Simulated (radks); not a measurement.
**Br in [Ar] 3d10 4s1 4p6: an all-electron calculation**

What are the levels of neutral bromine, how large are its shells, and how does its energy divide?

The numbers are computed with radks (a radial shooting solver on a logarithmic mesh, Libxc functionals) version 1 (scalar-relativistic Kohn-Sham, XLYP, spin-polarised, spherical densities, finite nucleus; open shells are filled with parallel spins first), except any that are marked as measured or tabulated.

### Step 1. Starting point

- element: bromine (Z = 35)
- charge: 0
- electrons: 35
- configuration: [Ar] 3d10 4s1 4p6
- nuclear rms radius: 4.1629 fm

The outer shells:

Br
```
[Ar] core
3d [↑↓][↑↓][↑↓][↑↓][↑↓]
4s [↑ ]
4p [↑↓][↑↓][↑↓]
```

### Step 2. The calculation

Settings of this run:

```text
Z 35
configuration [Ar] 3d10 4s1 4p6
relativity scalar-relativistic
functional xlyp
spin polarised
nucleus finite rms 4.1629 fm
c 137.035999084
```

What does the calculation give?

**Answer**, as computed:

| quantity | value |
| --- | --- |
| total energy | -2606.72789 hartree |
| exchange-correlation share of it | 3.56 % |
| −T/E | 1.0217 |
| highest occupied level | 4p down, -7.943 eV |
| most extended occupied level | 4p down, <r> = 2.10 bohr |
| radius at density 0.001 e/bohr³ | 4.20 bohr |
| maxima of the radial density | 3 |

**Reading.** The radial density shows 3 maxima for 4 occupied principal shells; where shells overlap, one shows as a shoulder or not at all. −T/E is 1.022: with relativity the kinetic term as defined here no longer equals −E. This is not the tabulated ground configuration, so its levels and sizes aren't those of the ground state, and no measured value stands beside it.
